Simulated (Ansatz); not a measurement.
**InF3 (SMILES [F][In]([F])[F]) at PBE0/def2-SVPD (core potential)**

What is the vertical electron affinity of InF3 at PBE0/def2-SVPD (core potential)? 

The calculation is run with Ansatz 0.2.0.

27 further runs of the same task are left out: 27 set aside as unsound or not needed. Runs told in other sessions of the task aren't counted.

**1. The molecule**

InF3 has 4 atoms, charge 0, and is taken as a singlet. SMILES: `[F][In]([F])[F]`. Geometry: relaxed at PBE0-D4/def2-TZVP.

Bond lengths: F1–In2 1.918 Å, In2–F3 1.918 Å, In2–F4 1.918 Å. Angles: F1–In2–F3 120.0°, F1–In2–F4 120.0°, F3–In2–F4 120.0°.

**2. A single-point energy at PBE0/def2-SVPD (core potential)**

molecule.yaml reads:

```yaml
crystal:
  periodic: [false, false, false]
  atoms:
    - symbol: F
      position_ang: [-1.305700, -0.375500, 1.339800]
    - symbol: In
      position_ang: [0.013900, -0.015100, -0.005100]
    - symbol: F
      position_ang: [1.768100, -0.777100, 0.143700]
    - symbol: F
      position_ang: [-0.421000, 1.107400, -1.498700]
basis:
  gaussian:
    orbitals: def2-SVPD
hamiltonian:
  xc: {name: PBE0}
accuracy: high
output:
  orbitals: {seedname: orbitals}
```

Run with:

```console
ansatz run molecule.yaml --threads 1 --pin off --max-ram 2610MiB --events-out events.jsonl --progress --plain --runs-dir runs
```

Output:

```text
Warning: RAYON_NUM_THREADS=1 ignored (pool sized by the plan → 1); use --threads N
Functional definition: PBE0
  name "PBE0"
  parameter a = 0.25
  parameter kappa = 0.804
  parameter beta = 0.06672455060314922
  exchange = (1 - a)*pbe_x(kappa = kappa, mu = beta*pi^2/3) + a*exact_x
  correlation = pbe_c(beta = beta)
2116 factors; integrals over basis functions are off by at most 1.3e-8 eV
mean field evaluation 1: about -13305.4680 eV, gradient 6.5e1 eV
mean field evaluation 2: about -13284.4353 eV, gradient 1.3e2 eV
mean field evaluation 4: about -13312.5702 eV, gradient 5.3e-1 eV
mean field evaluation 8: about -13312.6418 eV, gradient 3.6e-2 eV
mean field evaluation 16: about -13312.6418 eV, gradient 3.1e-7 eV
mean field -13312.64182846 eV, -489.2305635631 hartree, gradient 1.5e-8 eV, S^2 0.000000; 0 other end points of the search recorded, 0 dependent functions left out
reference -13312.64183217 eV, -489.2305636997 hartree; 24, 24 occupied and 77, 77 virtual orbitals, 2116 factors
Total energy: -13312.64183217 eV, -489.2305636997 hartree
```

Wall time 9 s (1 thread of Arm Neoverse V1, shared host); peak memory 0.34 GiB.

**3. The doublet anion**

job.yaml reads:

```yaml
crystal:
  periodic: [false, false, false]
  atoms:
    - {symbol: F, position_ang: [-1.305700, -0.375500, 1.339800]}
    - {symbol: In, position_ang: [0.013900, -0.015100, -0.005100]}
    - {symbol: F, position_ang: [1.768100, -0.777100, 0.143700]}
    - {symbol: F, position_ang: [-0.421000, 1.107400, -1.498700]}
basis:
  gaussian: {orbitals: def2-SVPD}
total_charge: -1
accuracy: high
magnetization: {spin_polarized: true, initial_magnetization: 1}
hamiltonian: {xc: pbe0}
output: {orbitals: {seedname: orbitals}}
```

Run with:

```console
ansatz run job.yaml --threads 1 --pin off --max-ram 2610MiB --events-out events.jsonl --progress --plain --runs-dir runs
```

Output, shortened:

```text
Warning: RAYON_NUM_THREADS=1 ignored (pool sized by the plan → 1); use --threads N
[... 7 set-up lines as earlier in the session ...]
2116 factors; integrals over basis functions are off by at most 1.3e-8 eV
mean field evaluation 1: about -13313.5304 eV, gradient 1.1e1 eV
mean field evaluation 2: about -13313.2512 eV, gradient 1.6e1 eV
mean field evaluation 4: about -13314.1010 eV, gradient 4.0e-1 eV
mean field evaluation 8: about -13314.1818 eV, gradient 2.9e-2 eV
mean field evaluation 16: about -13314.1818 eV, gradient 2.1e-5 eV
mean field -13314.18180454 eV, -489.2871566403 hartree, gradient 4.2e-8 eV, S^2 0.751446; 0 other end points of the search recorded, 0 dependent functions left out
reference -13314.18180821 eV, -489.2871567750 hartree; 25, 24 occupied and 76, 77 virtual orbitals, 2116 factors
Total energy: -13314.18180821 eV, -489.2871567750 hartree
```

Wall time 15 s (1 thread of Arm Neoverse V1, shared host); peak memory 0.49 GiB.

**4. Outcome**

Level: PBE0/def2-SVPD (core potential).

| quantity | value |
| --- | --- |
| singlet InF3: total energy | -489.23056 Eh |
| singlet InF3: HOMO energy | -11.35 eV |
| singlet InF3: LUMO energy | -3.59 eV |
| singlet InF3: HOMO–LUMO gap | 7.77 eV |
| doublet anion: total energy | -489.28716 Eh |
| doublet anion: HOMO energy (highest over α and β) | 0.40 eV |
| doublet anion: LUMO energy (lowest over α and β) | 2.47 eV |
| doublet anion: ⟨S²⟩ | 0.751 |
| vertical electron affinity (to the doublet anion) | 1.540 eV |

At fixed nuclei the extra electron is bound by 1.54 eV (149 kJ/mol). The HOMO (doublet anion) lies at positive energy, 0.40 eV, from the functional's self-interaction, a short basis or an electron that isn't bound; only total energies against the neutral tell.
